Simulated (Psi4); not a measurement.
# GeHSCl (SMILES [SH][Ge][Cl]): a chain of runs

Aim: a series of 10 runs (PBE-D4/def2-SVP, PBE0-D4/def2-TZVP, PBE-D4/def2-TZVPP, r2SCAN-D4/def2-TZVPP, B3LYP-D4/def2-TZVPP, PBE0-D4/def2-TZVPP, wB97M-V/def2-TZVPP, CCSD(T)/def2-TZVPP, and more) of GeHSCl. 

The calculation is run with Psi4 1.11.

## (1) Starting point

The species is GeHSCl (4 atoms), meant as a singlet with charge 0. SMILES: `[SH][Ge][Cl]`. The shape comes from GFN2-xTB, rattled, which is rough for such elements, and wasn't checked as a minimum. The run starts from this shape.

Bond lengths: S1–Ge2 2.191 Å, Ge2–Cl3 2.215 Å, S1–H4 1.318 Å. Angles: S1–Ge2–Cl3 99.8°, Ge2–S1–H4 98.5°.

## (2) A structure relaxation at PBE-D4/def2-SVP (density fitting) (run 1)

Input file run.py:

```python
import psi4

psi4.set_memory(3300000000)
psi4.set_num_threads(2)
psi4.core.set_output_file('clgehs.out', False)

geom = psi4.geometry("""
0 1
S     -0.384704     1.208602    -0.734759
Ge    -0.852934    -0.913330    -0.456043
Cl     0.766250    -1.475776     0.946873
H      0.678572     1.277639     0.040622
symmetry c1
""")

psi4.set_options({
    'basis': 'def2-SVP',
    'reference': 'rks',
    'scf_type': 'df',
    'geom_maxiter': 60,
    'max_force_g_convergence': 0.0005,
})

result, w = psi4.optimize("pbe-d4", molecule=geom, return_wfn=True)
print(f'total energy {result:.8f} hartree = {result * 27.211386:.5f} eV')
geom.save_xyz_file('final.xyz', False)
```

On the command line:

```bash
$ python run.py
```

clgehs.out:

```text
[...]
  Running in c1 symmetry.
[...]
  Nuclear repulsion =  312.099848773276449
[...]
  Multiplicity = 1
[...]
  Nalpha       = 33
  Nbeta        = 33
[...]
    Number of basis functions: 73
[...]
   @DF-RKS iter   1: -2933.39086232010504   -1.83107e+00   3.35390e-02 DIIS/ADIIS
[...]
   @DF-RKS iter   9: -2934.86969060989395   -9.09495e-13   2.38255e-09 DIIS
[...]
  @DF-RKS Final Energy: -2934.86969060989395
   => Energetics <=
    Nuclear Repulsion Energy =            305.6863481953973292
    One-Electron Energy =               -4689.4742360142054167
    Two-Electron Energy =                1581.5537219446746349
    DFT Exchange-Correlation Energy =    -132.6309785738145592
    Empirical Dispersion Energy =          -0.0045461619458523
    VV10 Nonlocal Energy =                  0.0000000000000000
    Total Energy =                      -2934.8696906098939508
[...]
 Multipole Moments:
 ------------------------------------------------------------------------------------
     Multipole            Electronic (a.u.)      Nuclear  (a.u.)        Total (a.u.)
 ------------------------------------------------------------------------------------
 L = 1.  Multiply by 2.5417464519 to convert [e a0] to [Debye]
 Dipole X            :         -5.0695199            4.8619598           -0.2075601
 Dipole Y            :         -6.1751346            6.1777402            0.0026056
 Dipole Z            :         -1.9686079            1.8112140           -0.1573939
 Magnitude           :                                                    0.2605011
[...]
  -Total Gradient:
     Atom            X                  Y                   Z
    ------   -----------------  -----------------  -----------------
       1        0.000254290351     0.000220032720     0.000106953381
       2       -0.000024117394    -0.000144308726     0.000038025192
       3       -0.000125729035     0.000001055430    -0.000105579354
       4       -0.000086927557     0.000128110732    -0.000088229924
[...]
    Final optimized geometry and variables:
    Molecular point group: c1
    Full point group: C1
    Geometry (in Angstrom), charge = 0, multiplicity = 1:
    S           -0.049518540405     1.819564885118    -0.588715327489
    GE          -0.525035053567    -0.383957793982    -0.281181587356
    CL           1.125283473395    -0.904319719024     1.125846171397
    H            1.036437659047     1.816165804287     0.236324298595
[...]
```

The script printed:

```text
Some dependencies such as QCElemental have not yet finished migration to pydantic v2. If issues are encountered please downgrade pydantic or upgrade QCElemental as appropriate
	Energy ratio indicates iffy step.
	Intrafrag trust radius decreased to   0.25.
	Previous geometry is closer to target in internal coordinates, so using that one.

	Best geometry has RMS(Delta(q)) = 2.02e-12

Optimizer: Optimization complete!
total energy -2934.86969061 hartree = -79861.87201 eV
```

It took 2.9 min on 2 threads of Intel Xeon at 2.50GHz (Skylake/Cascade Lake), shared host; peak memory 0.45 GiB.

The path in brief:

```tsv
step	energy from the first frame kept (eV)	largest force (eV/Å)
0	0.0000	1.6222
1	-0.0696	0.3493
2	-0.0746	0.1074
3	-0.0750	0.0624
4	-0.0762	0.0181
```

After the run. Bond lengths: S1–Ge2 2.275 Å, Ge2–Cl3 2.230 Å, S1–H4 1.364 Å. Angles: S1–Ge2–Cl3 99.0°, Ge2–S1–H4 94.7°.

## (3) A structure relaxation at PBE0-D4/def2-TZVP (density fitting) (run 2)

Input file job.py:

```python
import psi4

psi4.set_memory(3300000000)
psi4.set_num_threads(2)
psi4.set_output_file('run.log', False)

molecule = psi4.geometry("""
0 1
S     -0.386947     1.261367    -0.758244
Ge    -0.862463    -0.942156    -0.450710
Cl     0.787855    -1.462517     0.956318
H      0.699010     1.257968     0.066796
units angstrom
symmetry c1
""")

psi4.set_options(dict(basis='def2-TZVP', reference='rks', scf_type='df', geom_maxiter=50, max_force_g_convergence=0.0002))

energy_value, wavefunction = psi4.optimize("PBE0-D4", molecule=molecule, return_wfn=True)
print('E =', round(energy_value, 9))
molecule.save_xyz_file('final.xyz', False)
```

On the command line:

```bash
$ python job.py
```

run.log:

```text
[...]
  Running in c1 symmetry.
[...]
  Nuclear repulsion =  305.686360287485229
[...]
  Multiplicity = 1
[...]
  Nalpha       = 33
  Nbeta        = 33
[...]
    Number of basis functions: 128
[...]
   @DF-RKS iter   0: -2935.54936746850171   -2.93555e+03   5.82776e-04
[...]
   @DF-RKS iter   7: -2935.54710435119569    2.72848e-12   9.00700e-09 DIIS
[...]
  @DF-RKS Final Energy: -2935.54710435119569
   => Energetics <=
    Nuclear Repulsion Energy =            310.1741334010160926
    One-Electron Energy =               -4699.7358935102856776
    Two-Electron Energy =                1554.2694152639435288
    DFT Exchange-Correlation Energy =    -100.2508906247362575
    Empirical Dispersion Energy =          -0.0038688811330758
    VV10 Nonlocal Energy =                  0.0000000000000000
    Total Energy =                      -2935.5471043511961398
[...]
 Multipole Moments:
 ------------------------------------------------------------------------------------
     Multipole            Electronic (a.u.)      Nuclear  (a.u.)        Total (a.u.)
 ------------------------------------------------------------------------------------
 L = 1.  Multiply by 2.5417464519 to convert [e a0] to [Debye]
 Dipole X            :         -5.0689934            4.7821966           -0.2867968
 Dipole Y            :         -6.0915170            6.0930529            0.0015359
 Dipole Z            :         -2.0028563            1.7848365           -0.2180198
 Magnitude           :                                                    0.3602602
[...]
  -Total Gradient:
     Atom            X                  Y                   Z
    ------   -----------------  -----------------  -----------------
       1        0.000006700187     0.000093735777    -0.000020517424
       2        0.000026430718     0.000065726248    -0.000001624309
       3       -0.000061136968     0.000022834528    -0.000051861869
       4        0.000051067952     0.000016103811     0.000031516793
[...]
    Final optimized geometry and variables:
    Molecular point group: c1
    Full point group: C1
    Geometry (in Angstrom), charge = 0, multiplicity = 1:
    S           -0.048971941035     1.794102708701    -0.579326442383
    GE          -0.515615084215    -0.374668849344    -0.277776643105
    CL           1.105174500907    -0.900866918692     1.110337863399
    H            1.025896696035     1.822802197008     0.226826762739
[...]
```

On the terminal:

```text
Optimizer: Optimization complete!
E = -2935.547104351
```

Run time: 3.2 min. Hardware: 2 threads of Intel Xeon at 2.50GHz (Skylake/Cascade Lake), shared host; peak memory 0.65 GiB.

The path in brief:

```tsv
step	energy from the first frame kept (eV)	largest force (eV/Å)
0	0.0000	0.6654
1	-0.0197	0.1157
2	-0.0178	0.0612
3	-0.0176	0.1848
4	-0.0208	0.0114
5	-0.0208	0.0049
```

After the run. Bond lengths: S1–Ge2 2.239 Å, Ge2–Cl3 2.198 Å, S1–H4 1.344 Å. Angles: S1–Ge2–Cl3 99.4°, Ge2–S1–H4 96.1°.

Runs 3 to 9 aren't shown in full; the table further down has their settings and results.

## (4) The energy at MP2/def2-QZVPP (density fitting, density fitting for correlation) (run 10)

Input file clgehs.xyz:

```xyz
4
ClGeHS
S     -0.386400     1.235905    -0.748855
Ge    -0.853043    -0.932867    -0.447305
Cl     0.767746    -1.459065     0.940809
H      0.688469     1.264604     0.057298
```

Input file clgehs.py:

```python
import psi4

psi4.set_memory('3300 MB')
psi4.set_num_threads(2)
psi4.set_output_file('clgehs.out', False)

with open('clgehs.xyz') as f:
    atoms = ''.join(f.readlines()[2:])
m = psi4.geometry('0 1\n' + atoms + 'symmetry c1')

psi4.set_options({
    'scf_type': 'df',
    'num_frozen_docc': 19,
})

e_tot = psi4.energy("mp2/def2-QZVPP")
print('E =', round(e_tot, 9))
```

On the command line:

```bash
$ python clgehs.py
```

clgehs.out:

```text
[...]
  Running in c1 symmetry.
[...]
  Nuclear repulsion =  310.174155677035344
[...]
  Multiplicity = 1
[...]
  Nalpha       = 33
  Nbeta        = 33
[...]
    Number of basis functions: 259
[...]
   @DF-RHF iter   1: -2931.75954322687994   -3.16569e+00   1.20440e-02 ADIIS/DIIS
[...]
   @DF-RHF iter  13: -2933.14281662140183   -1.81899e-11   3.59494e-09 DIIS
[...]
    Orbital Energies [Eh]
    ---------------------
    Doubly Occupied:
       1A   -405.292630     2A   -104.825588     3A    -91.965762
       4A    -52.196794     5A    -46.283709     6A    -46.282882
       7A    -46.282289     8A    -10.551757     9A     -8.968990
      10A     -8.018318    11A     -8.017441    12A     -8.017265
      13A     -7.239257    14A     -6.650150    15A     -6.649427
      16A     -6.648961    17A     -5.213362    18A     -5.210379
      19A     -5.207697    20A     -1.689527    21A     -1.687959
      22A     -1.684260    23A     -1.683568    24A     -1.679879
      25A     -1.084238    26A     -0.972024    27A     -0.656498
      28A     -0.559806    29A     -0.490065    30A     -0.474532
      31A     -0.449282    32A     -0.397328    33A     -0.365211
[...]
  @DF-RHF Final Energy: -2933.14281662140183
   => Energetics <=
    Nuclear Repulsion Energy =            310.1741556770353441
    One-Electron Energy =               -4699.8402774107107689
    Two-Electron Energy =                1456.5233051122731922
    Total Energy =                      -2933.1428166214018347
[...]
 Multipole Moments:
 ------------------------------------------------------------------------------------
     Multipole            Electronic (a.u.)      Nuclear  (a.u.)        Total (a.u.)
 ------------------------------------------------------------------------------------
 L = 1.  Multiply by 2.5417464519 to convert [e a0] to [Debye]
 Dipole X            :         -5.1056641            4.7821957           -0.3234684
 Dipole Y            :         -6.1306308            6.0930539           -0.0375769
 Dipole Z            :         -2.0188451            1.7848349           -0.2340102
 Magnitude           :                                                    0.4010045
[...]
```

Standard output:

```text
E = -2934.035496951
```

Wall time 45 s (2 threads of Intel Xeon at 2.50GHz (Skylake/Cascade Lake), shared host); peak memory 0.7 GiB.

## (5) All runs side by side

```tsv
run	level	geom maxiter	max force g convergence	task	energy (Eh)	dipole moment (D)	HOMO energy (eV)	LUMO energy (eV)	wall time
1	PBE-D4/def2-SVP (density fitting)	60	0.0005	optimise	-2934.869691	0.66	-6.43	-3.34	2.9 min
2	PBE0-D4/def2-TZVP (density fitting)	50	0.0002	optimise	-2935.547104	0.92	-7.59	-2.71	3.2 min
3	PBE0-D4/def2-TZVP (density fitting)	–	–	frequencies	timeout	–	–	–	6.7 min
4	PBE-D4/def2-TZVPP (density fitting)	–	–	energy	-2935.432607	0.86	-6.51	-3.41	51 s
5	r2SCAN-D4/def2-TZVPP (density fitting)	–	–	energy	-2936.029446	0.83	-6.79	-3.40	1.8 min
6	B3LYP-D4/def2-TZVPP (density fitting)	–	–	energy	-2936.184261	1.02	-7.38	-2.89	61 s
7	PBE0-D4/def2-TZVPP (density fitting)	–	–	properties	-2935.547754	0.93	-7.59	-2.71	81 s
8	wB97M-V/def2-TZVPP (density fitting)	–	–	energy	timeout	–	–	–	2 min
9	CCSD(T)/def2-TZVPP (density fitting, density fitting for correlation)	–	–	energy	timeout	–	–	–	5 min
10	MP2/def2-QZVPP (density fitting, density fitting for correlation)	–	–	energy	-2934.035497	–	-9.94	0.21	45 s
```

## (6) Results

| quantity | value |
| --- | --- |
| run 10, MP2/def2-QZVPP: total energy | -2934.03550 Eh |
| run 10, MP2/def2-QZVPP: HOMO energy (Hartree–Fock orbitals) | -9.94 eV |
| run 10, MP2/def2-QZVPP: LUMO energy (Hartree–Fock orbitals) | 0.21 eV |
| run 10, MP2/def2-QZVPP: HOMO–LUMO gap (Hartree–Fock orbitals) | 10.15 eV |
| run 10, MP2/def2-QZVPP: correlation energy (19 core orbitals frozen) | -892.7 mEh |

In words: Over runs 4, 5, 6, 7 the dipole moment (its size) runs from 0.83 D (r2SCAN-D4/def2-TZVPP) to 1.02 D (B3LYP-D4/def2-TZVPP). Over runs 4, 5, 6, 7 the HOMO–LUMO gap runs from 3.10 eV (PBE-D4/def2-TZVPP) to 4.88 eV (PBE0-D4/def2-TZVPP). Totals of different functionals can't be ranked against each other. All runs together took 26 min, the longest 6.7 min. 3 of the 10 runs gave no usable result.
